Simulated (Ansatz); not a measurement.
# C₂H₁₀Si (built from SMILES C[SiH2]C.[H][H]): a reaction path by the nudged elastic band

Aim: the minimum-energy path between two given structures and its highest point. Both ends were relaxed at PBE0-D4 in triple zeta.

Method: PBE0-D4/def2-SVP; program: Ansatz 0.2.0, Gaussian basis.

23 further runs of the same task are left out: 1 that didn't finish, 22 set aside as unsound or not needed.

### 1 The starting structure

The first end: 13 atoms, charge 0, spin multiplicity 1.

Atoms are counted from 1 here; the program's logs count them from 0.

Bond lengths: Si1–C2 1.871 Å, Si1–H3 1.491 Å, Si1–H4 1.492 Å, Si1–C5 1.871 Å, C2–H8 1.092 Å, C2–H9 1.093 Å, C2–H10 1.093 Å, C5–H11 1.093 Å, C5–H12 1.093 Å, C5–H13 1.092 Å, H6–H7 0.747 Å. Angles: C2–Si1–H3 109.5°, C2–Si1–H4 109.5°, C2–Si1–C5 111.5°, H3–Si1–H4 107.2°, H3–Si1–C5 109.6°, H4–Si1–C5 109.5°, Si1–C2–H8 111.1°, Si1–C2–H9 110.8°, Si1–C2–H10 110.8°, H8–C2–H9 108.0°, H8–C2–H10 108.0°, H9–C2–H10 108.0°, Si1–C5–H11 110.8°, Si1–C5–H12 110.8°, Si1–C5–H13 111.1°, H11–C5–H12 108.0°, H11–C5–H13 108.0°, H12–C5–H13 108.0°.

Coordinates:

```xyz
13

Si   -0.93802   -0.19532    0.08634
C     0.27534   -1.60864    0.26692
H    -2.28998   -0.73637   -0.23533
H    -1.05129    0.53138    1.38450
C    -0.40667    0.99926   -1.25265
H     2.21385    1.53239    1.62480
H     1.49623    1.44334    1.81034
H    -0.04285   -2.30177    1.04895
H     0.36002   -2.17007   -0.66696
H     1.26896   -1.23691    0.52910
H    -0.33603    0.49374   -2.21907
H     0.57148    1.42952   -1.02393
H    -1.12103    1.81955   -1.35302
```

The second end:

```tsv
atom	x (Å)	y (Å)	z (Å)
Si1	-1.1377	1.1666	0.6220
C2	1.2637	-1.9912	0.2962
H3	-1.9064	-0.1017	0.7455
H4	-2.0625	2.2977	0.9062
C5	-0.3999	1.3318	-1.0887
H6	1.8628	-1.0875	0.4067
H7	-0.0717	1.1666	1.6601
H8	0.3590	-1.9035	0.8971
H9	0.9931	-2.1268	-0.7509
H10	1.8419	-2.8507	0.6340
H11	0.2774	0.5017	-1.2991
H12	0.1636	2.2631	-1.1791
H13	-1.1832	1.3340	-1.8499
```

### 2 The band at PBE0-D4/def2-SVP

The input, neb/in.yaml:

```yaml
crystal:
  periodic: [false, false, false]
  atoms:
    - {symbol: Si, position_ang: [-0.938021, -0.195325, 0.086344]}
    - {symbol: C, position_ang: [0.275342, -1.608644, 0.266915]}
    - {symbol: H, position_ang: [-2.289983, -0.736370, -0.235327]}
    - {symbol: H, position_ang: [-1.051291, 0.531380, 1.384502]}
    - {symbol: C, position_ang: [-0.406669, 0.999265, -1.252650]}
    - {symbol: H, position_ang: [2.213854, 1.532394, 1.624796]}
    - {symbol: H, position_ang: [1.496226, 1.443335, 1.810337]}
    - {symbol: H, position_ang: [-0.042855, -2.301765, 1.048954]}
    - {symbol: H, position_ang: [0.360017, -2.170073, -0.666960]}
    - {symbol: H, position_ang: [1.268964, -1.236910, 0.529102]}
    - {symbol: H, position_ang: [-0.336033, 0.493742, -2.219068]}
    - {symbol: H, position_ang: [0.571483, 1.429524, -1.023927]}
    - {symbol: H, position_ang: [-1.121033, 1.819547, -1.353017]}
basis:
  gaussian: {orbitals: def2-SVP}
hamiltonian: {xc: pbe0, dispersion: d4}
neb:
  images: 5
  climbing: true
  max_iterations: 40
  initial_path: idpp
  final_atoms:
    - {symbol: Si, position_ang: [-1.137713, 1.166584, 0.621969]}
    - {symbol: C, position_ang: [1.263700, -1.991248, 0.296159]}
    - {symbol: H, position_ang: [-1.906438, -0.101731, 0.745501]}
    - {symbol: H, position_ang: [-2.062470, 2.297721, 0.906192]}
    - {symbol: C, position_ang: [-0.399933, 1.331837, -1.088676]}
    - {symbol: H, position_ang: [1.862769, -1.087516, 0.406722]}
    - {symbol: H, position_ang: [-0.071666, 1.166626, 1.660081]}
    - {symbol: H, position_ang: [0.358956, -1.903520, 0.897061]}
    - {symbol: H, position_ang: [0.993109, -2.126788, -0.750915]}
    - {symbol: H, position_ang: [1.841879, -2.850698, 0.634007]}
    - {symbol: H, position_ang: [0.277445, 0.501745, -1.299143]}
    - {symbol: H, position_ang: [0.163578, 2.263106, -1.179108]}
    - {symbol: H, position_ang: [-1.183216, 1.333981, -1.849851]}
```

The run is started by

```bash
ansatz run in.yaml --threads 4 --pin off --events-out ev --progress --plain --max-ram 9574MiB
```

**Question.** What will these runs give? Wanted: from earlier runs: barrier over the separately found saddle, CCSD(T)/def2-TZVPP.

The runs gave:

```
                                                                       quantity                                                  value
                                                PBE0-D4/def2-SVP, 28 iterations  highest 281.9 kJ/mol (image 3), last end -34.6 kJ/mol
from earlier runs: barrier over the separately found saddle, CCSD(T)/def2-TZVPP                                           306.8 kJ/mol
```

The highest image lies 281.9 kJ/mol above the first end, and it climbed, so it estimates the saddle. The ends are not quite minima at this level (largest force component 0.52 eV/Å), so the heights are unreliable: relaxing the first end would lower it and raise the barrier above it. The highest image is 24.9 kJ/mol below the CCSD(T) barrier in triple zeta, which comes from separate runs on the saddle.
